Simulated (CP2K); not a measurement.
**CH5SSn (SMILES [CH3][SnH][SH]): MNDO**

Aim: the vertical electron affinity of CH5SSn at MNDO, from 2 runs. 

The calculation is run with CP2K 2026.2.

4 further runs of the same task are left out: 2 that didn't finish, 2 set aside as unsound or not needed.

## (1) Starting point

CH5SSn: 8 atoms, total charge 0, spin state doublet. SMILES: `[CH3][SnH][SH]`. Geometry: relaxed at PBE0-D4/def2-TZVP. This is one conformer, not always the lowest.

Bond lengths: C1–Sn2 2.163 Å, Sn2–S3 2.422 Å, C1–H4 1.089 Å, C1–H5 1.091 Å, C1–H6 1.090 Å, Sn2–H7 1.730 Å, S3–H8 1.343 Å. Angles: C1–Sn2–S3 107.5°, C1–Sn2–H7 110.4°, S3–Sn2–H7 102.4°, Sn2–C1–H4 109.9°, Sn2–C1–H5 107.7°, Sn2–C1–H6 109.6°, Sn2–S3–H8 93.7°, H4–C1–H5 109.9°, H4–C1–H6 109.7°, H5–C1–H6 110.0°.

## (2) Energy and forces at MNDO

mol.inp reads:

```
&GLOBAL
   PROJECT_NAME mol
   RUN_TYPE ENERGY_FORCE
   PRINT_LEVEL MEDIUM
&END GLOBAL

&FORCE_EVAL
   METHOD QUICKSTEP
   &DFT
      MULTIPLICITY 2
      UKS T
      &QS
         METHOD MNDO
         EPS_DEFAULT 1.0E-10
         &SE
            &COULOMB
               CUTOFF [angstrom] 50
               RC_RANGE [angstrom] 0
            &END COULOMB
            &EXCHANGE
               CUTOFF [angstrom] 50
               RC_RANGE [angstrom] 0
            &END EXCHANGE
         &END SE
      &END QS
      &POISSON
         PERIODIC NONE
         POISSON_SOLVER ANALYTIC
      &END POISSON
      &SCF
         SCF_GUESS ATOMIC
         EPS_SCF 1.0E-07
         MAX_SCF 150
         ADDED_MOS 8
         &DIAGONALIZATION
            ALGORITHM STANDARD
         &END DIAGONALIZATION
         &MIXING
            METHOD DIRECT_P_MIXING
            ALPHA 0.4
         &END MIXING
      &END SCF
      &PRINT
         &MOMENTS
            PERIODIC F
            REFERENCE COM
            MAX_MOMENT 1
         &END MOMENTS
         &MO ON
            ENERGIES T
            OCCUPATION_NUMBERS T
            NDIGITS 6
            &EACH
               QS_SCF 0
            &END EACH
            ADD_LAST NUMERIC
         &END MO
         &HIRSHFELD OFF
         &END HIRSHFELD
      &END PRINT
   &END DFT
   ! atoms, cell and kinds
   &SUBSYS
      &CELL
         ABC 19.1 19.5 19.9
         PERIODIC NONE
      &END CELL
      &COORD
         UNIT bohr
         C     -1.3592800     1.6627700    -0.8722976
         Sn     2.2540653    -0.1647841    -0.3102930
         S      1.6221409    -3.5795192     2.6716948
         H     -1.9753307     2.5505634     0.8791006
         H     -2.7132688     0.2144839    -1.4378926
         H     -1.1901495     3.0864897    -2.3508193
         H      3.1590552    -1.7580122    -3.0177036
         H      0.3766224    -2.1198948     4.3327641
      &END COORD
      &TOPOLOGY
         &CENTER_COORDINATES
         &END CENTER_COORDINATES
      &END TOPOLOGY
   &END SUBSYS
   ! extra output
   &PRINT
      &FORCES ON
      &END FORCES
   &END PRINT
&END FORCE_EVAL
```

Started as:

```
$ OMP_NUM_THREADS=1 cp2k.psmp mol.inp > mol.out
```

The program printed:

```text
CP2K| version string:                                       CP2K version 2026.2
[...]
 GLOBAL| Method name                                                        CP2K
[...]
 GLOBAL| Run type                                                   ENERGY_FORCE
[...]
 *** WARNING in qs_environment.F:2210 :: More added MOs requested than     ***
 *** available. The full set of unoccupied MOs will be used. Use           ***
 *** 'ADDED_MOS -1' to always use all available MOs and to get rid of this ***
[...]
                             - Atoms:                                          8
[...]
                             - Spherical basis functions:                     17
[...]
 Number of electrons:                                                         10
[...]
     1 P_Mix/Diag. 0.40E+00    0.0     0.47482900       -15.1029074727 -1.51E+01
[...]
    52 DIIS/Diag.  0.43E-07    0.0     0.00000010       -19.1725314822 -6.39E-14
  *** SCF run converged in    52 steps ***
  Core-core repulsion energy [eV]:                            755.70899637177206
  Core Hamiltonian energy [eV]:                              -801.89090284045915
  Two-electron integral energy [eV]:                         -951.05841439299354
  Electronic energy [eV]:                                   -1277.42011003695598
  Total energy [eV]:                                         -521.71111366518392
  Atomic reference energy [eV]:                               523.08601545808858
  Heat of formation [kcal/mol]:                                31.70599107150230
[...]
 SE_DIPOLE| Moment [Debye]          1.02045901      -1.86887345       0.27564528
 SE_DIPOLE| Derivative [a.u.]       0.00000000       0.00000000       0.00000000
 ENERGY| Total FORCE_EVAL ( QS ) energy [hartree]            -19.172531482241531
 FORCES| Atomic forces [hartree/bohr]
 FORCES|   Atom     x               y               z               |f|
 FORCES|      1  2.72980684E-02 -1.10800134E-02  2.75607932E-03   2.95896469E-02
 FORCES|      2 -2.02286950E-02 -4.10812863E-02 -8.44967150E-03   4.65646769E-02
 FORCES|      3 -6.85411442E-03  5.13482394E-02 -9.18742594E-03   5.26120649E-02
 FORCES|      4 -8.32492028E-04  3.33136263E-03  8.38602050E-03   9.06180776E-03
 FORCES|      5 -3.64594030E-03 -8.42118332E-03 -2.54128830E-03   9.52194074E-03
 FORCES|      6  2.63586850E-03  5.31424797E-03 -6.24457785E-03   8.61300103E-03
 FORCES|      7 -1.03833275E-02  1.98965420E-02  2.87584729E-02   3.64792494E-02
 FORCES|      8  1.20106324E-02 -1.93079089E-02 -1.34776091E-02   2.64328694E-02
 FORCES| Sum     9.71445147E-17  2.91433544E-16  2.77555756E-17
 FORCES| Total atomic force                                       3.08449249E-16
[...]
```

It took 0.28 s on 1 thread of Arm Neoverse V2, shared host.

## (3) The singlet anion

molecule.inp reads:

```
&GLOBAL
  PROJECT molecule
  RUN_TYPE ENERGY_FORCE
  PRINT_LEVEL MEDIUM
&END GLOBAL
&FORCE_EVAL
  METHOD QUICKSTEP
  &DFT
    CHARGE -1
    &QS
      METHOD MNDO
      EPS_DEFAULT 1.0E-10
      &SE
        &COULOMB
          CUTOFF [angstrom] 50
          RC_RANGE [angstrom] 0
        &END COULOMB
        &EXCHANGE
          CUTOFF [angstrom] 50
          RC_RANGE [angstrom] 0
        &END EXCHANGE
      &END SE
    &END QS
    &POISSON
      PERIODIC NONE
      POISSON_SOLVER ANALYTIC
    &END POISSON
    &SCF
      SCF_GUESS ATOMIC
      EPS_SCF 1.0E-07
      MAX_SCF 150
      ADDED_MOS 4
      &DIAGONALIZATION
        ALGORITHM STANDARD
      &END DIAGONALIZATION
      &MIXING
        METHOD DIRECT_P_MIXING
        ALPHA 0.4
      &END MIXING
    &END SCF
    &PRINT
      &MOMENTS
        PERIODIC F
        REFERENCE COM
        MAX_MOMENT 1
      &END MOMENTS
      &MO ON
        ENERGIES T
        OCCUPATION_NUMBERS T
        NDIGITS 6
        &EACH
          QS_SCF 0
        &END EACH
        ADD_LAST NUMERIC
      &END MO
      &HIRSHFELD OFF
      &END HIRSHFELD
    &END PRINT
  &END DFT
  &SUBSYS
    &CELL
      ABC 19.1 19.5 19.9
      PERIODIC NONE
    &END CELL
    &COORD
      UNIT bohr
      C     -1.3592800     1.6627700    -0.8722976
      Sn     2.2540653    -0.1647841    -0.3102930
      S      1.6221409    -3.5795192     2.6716948
      H     -1.9753307     2.5505634     0.8791006
      H     -2.7132688     0.2144839    -1.4378926
      H     -1.1901495     3.0864897    -2.3508193
      H      3.1590552    -1.7580122    -3.0177036
      H      0.3766224    -2.1198948     4.3327641
    &END COORD
    &TOPOLOGY
      &CENTER_COORDINATES
      &END CENTER_COORDINATES
    &END TOPOLOGY
  &END SUBSYS
  &PRINT
    &FORCES ON
    &END FORCES
  &END PRINT
&END FORCE_EVAL
```

Started as:

```
$ OMP_NUM_THREADS=1 cp2k.psmp -i molecule.inp > molecule.out 2>&1
```

The program printed:

```text
CP2K| version string:                                       CP2K version 2026.2
[...]
 GLOBAL| Method name                                                        CP2K
[...]
 GLOBAL| Run type                                                   ENERGY_FORCE
[...]
                             - Atoms:                                          8
[...]
                             - Spherical basis functions:                     17
[...]
 Number of electrons:                                                         20
[...]
     1 P_Mix/Diag. 0.40E+00    0.0     0.86136094       -15.2872614058 -1.53E+01
[...]
    22 DIIS/Diag.  0.29E-07    0.0     0.00000004       -19.2836957082 -4.97E-14
  *** SCF run converged in    22 steps ***
  Core-core repulsion energy [eV]:                            755.70899637177206
  Core Hamiltonian energy [eV]:                              -834.94542069398187
  Two-electron integral energy [eV]:                         -890.99924353591564
  Electronic energy [eV]:                                   -1280.44504246193947
  Total energy [eV]:                                         -524.73604609016763
  Atomic reference energy [eV]:                               523.08601545808858
  Heat of formation [kcal/mol]:                               -38.05061332990040
[...]
 SE_DIPOLE| Moment [Debye]          0.96700434      -1.78659746       0.51719996
 SE_DIPOLE| Derivative [a.u.]       0.00000000       0.00000000       0.00000000
 ENERGY| Total FORCE_EVAL ( QS ) energy [hartree]            -19.283695708248143
 FORCES| Atomic forces [hartree/bohr]
 FORCES|   Atom     x               y               z               |f|
 FORCES|      1  3.41812071E-02 -3.47019158E-02 -7.73683793E-04   4.87152591E-02
 FORCES|      2  9.30327113E-03 -2.19973948E-03 -2.19389551E-03   9.80830694E-03
 FORCES|      3 -1.78522545E-02  3.51086646E-02 -3.52970751E-03   3.95446603E-02
 FORCES|      4 -3.07501700E-03  4.58557863E-03  8.21085686E-03   9.89451521E-03
 FORCES|      5 -1.28107711E-02 -3.02605820E-03 -3.84252024E-03   1.37126892E-02
 FORCES|      6 -1.01571457E-04  7.05810188E-03 -6.98684416E-03   9.93192379E-03
 FORCES|      7 -2.29671365E-02  1.18928356E-02  2.38106760E-02   3.51550451E-02
 FORCES|      8  1.33222723E-02 -1.87174672E-02 -1.46948817E-02   2.72720748E-02
 FORCES| Sum     9.71445147E-17 -3.88578059E-16  1.94289029E-16
 FORCES| Total atomic force                                       4.45172092E-16
[...]
```

Run time: 0.2 s. Hardware: 1 thread of Arm Neoverse V2, shared host.

## (4) Summary of results

At MNDO:

```
                                                 quantity           value
                             doublet CH5SSn: total energy    -19.17253 Eh
                            doublet CH5SSn: dipole moment          2.15 D
       doublet CH5SSn: HOMO energy (highest over α and β)        -9.40 eV
        doublet CH5SSn: LUMO energy (lowest over α and β)        -2.74 eV
doublet CH5SSn: heat of formation at this unrelaxed shape   31.7 kcal/mol
                 doublet CH5SSn: largest force on an atom      2.705 eV/Å
                              singlet anion: total energy    -19.28370 Eh
                               singlet anion: HOMO energy        -3.29 eV
                               singlet anion: LUMO energy         6.00 eV
                             singlet anion: HOMO–LUMO gap         9.29 eV
 singlet anion: heat of formation at this unrelaxed shape  -38.1 kcal/mol
                  singlet anion: largest force on an atom      2.505 eV/Å
        vertical electron affinity (to the singlet anion)        3.025 eV
```

At fixed nuclei the extra electron is bound by 3.02 eV (70 kcal/mol). The largest force (doublet CH5SSn) is 2.71 eV/Å: the shape isn't a stationary point for this species at this level. A minimal valence basis can't be trusted even for the sign of an electron affinity.
